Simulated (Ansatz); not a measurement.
**C₂H₂BF: ionisation energy by level of theory**

How much energy removes an electron from C₂H₂BF at fixed geometry? The cation is run at each level and the neutral's energy taken from earlier runs.

Method: unrestricted cation, the program's frozen cores in correlated methods; program: Ansatz 0.2.0, Gaussian basis.

Levels to be run: UKS PBE-D4/def2-TZVPP; UKS r2SCAN-D4/def2-TZVPP; UKS PBE0-D4/def2-TZVPP; UKS B3LYP-D4/def2-TZVPP; UKS wB97X-V/def2-TZVPP; UKS wB97M-V/def2-TZVPP; UKS B2PLYP/def2-TZVPP; UHF-CCSD(T)/def2-TZVPP; UHF-MP2/def2-QZVPP; extrapolation to the limit; then −ε(HOMO) from the neutral's earlier runs with LDA (SPW92), PBE-D4, revPBE-D4, BLYP-D4, r2SCAN-D4, B97M-V, PBE0-D4, B3LYP-D4, r2SCANh-D4, r2SCAN0-D4, HSE06-D4, BHLYP-D4, CAM-B3LYP-D4, LC-ωPBE, ωB97X-V, ωB97M-V.

## 1. The relaxed structure

An earlier PBE0-D4 in a triple-zeta def2 set relaxation fixed the geometry.

6 atoms, charge 0, spin multiplicity 1.

Atoms are counted from 1 here; the program's logs count them from 0.

Bond lengths: B1–C2 1.496 Å, B1–H5 1.194 Å, B1–H6 1.194 Å, C2–C3 1.207 Å, C3–F4 1.264 Å. Angles: C2–B1–H5 119.9°, C2–B1–H6 119.9°, H5–B1–H6 120.2°, B1–C2–C3 180.0°, C2–C3–F4 180.0°.

## 2. Cation, UKS PBE-D4/def2-TZVPP

Input file in.yaml:

```yaml
crystal:
  periodic: [false, false, false]
  atoms:
    - {symbol: B, position_ang: [-0.662749, 0.885081, -0.325547]}
    - {symbol: C, position_ang: [0.199012, -0.267789, 0.083625]}
    - {symbol: C, position_ang: [0.894168, -1.197395, 0.413298]}
    - {symbol: F, position_ang: [1.622870, -2.170986, 0.758923]}
    - {symbol: H, position_ang: [-1.083052, 0.947419, -1.441167]}
    - {symbol: H, position_ang: [-0.928050, 1.739671, 0.464669]}
basis:
  gaussian: {orbitals: def2-TZVPP}
total_charge: 1
magnetization: {spin_polarized: true, initial_magnetization: 1}
hamiltonian: {xc: pbe, dispersion: d4}
```

Command:

```bash
ansatz run in.yaml --threads 2 --pin off --events-out ev --progress --plain --max-ram 4352MiB
```

Further steps of the session: Cation, UKS r2SCAN-D4/def2-TZVPP; Cation, UKS PBE0-D4/def2-TZVPP; Cation, UKS B3LYP-D4/def2-TZVPP; Cation, UKS wB97X-V/def2-TZVPP; Cation, UKS wB97M-V/def2-TZVPP; Cation, UKS B2PLYP (frozen core)/def2-TZVPP; Cation, UHF-CCSD(T)/def2-TZVPP; Cation, UHF-MP2/def2-QZVPP.

Before running them: what should the planned runs give, taken together? Wanted: ionisation energy, CCSD(T)/CBS; nearest functional by difference; nearest −ε(HOMO); −ε(HOMO) of PBE; T1 of the cation.

The runs gave:

```
                        quantity               value
  ionisation energy, CCSD(T)/CBS            10.82 eV
nearest functional by difference   B2PLYP (-0.28 eV)
                nearest −ε(HOMO)  LC-ωPBE (-0.13 eV)
                 −ε(HOMO) of PBE             6.67 eV
                T1 of the cation               0.031
```

**Reading.** By cation minus neutral, the functionals miss by 0.67 eV at most. The PBE orbital energy is 4.2 eV too small: a semilocal HOMO is no ionisation energy. Among orbital estimates LC-ωPBE comes nearest. Hartree-Fock falls 1.31 eV short, as the neutral has more correlation energy than the cation. The cation's T1 (from the report) is 0.031, near the customary mark of 0.045 for open shells, so the coupled-cluster value is less safe. The cation may have settled in a state other than its lowest; no search over hole states beyond the program's own was made.
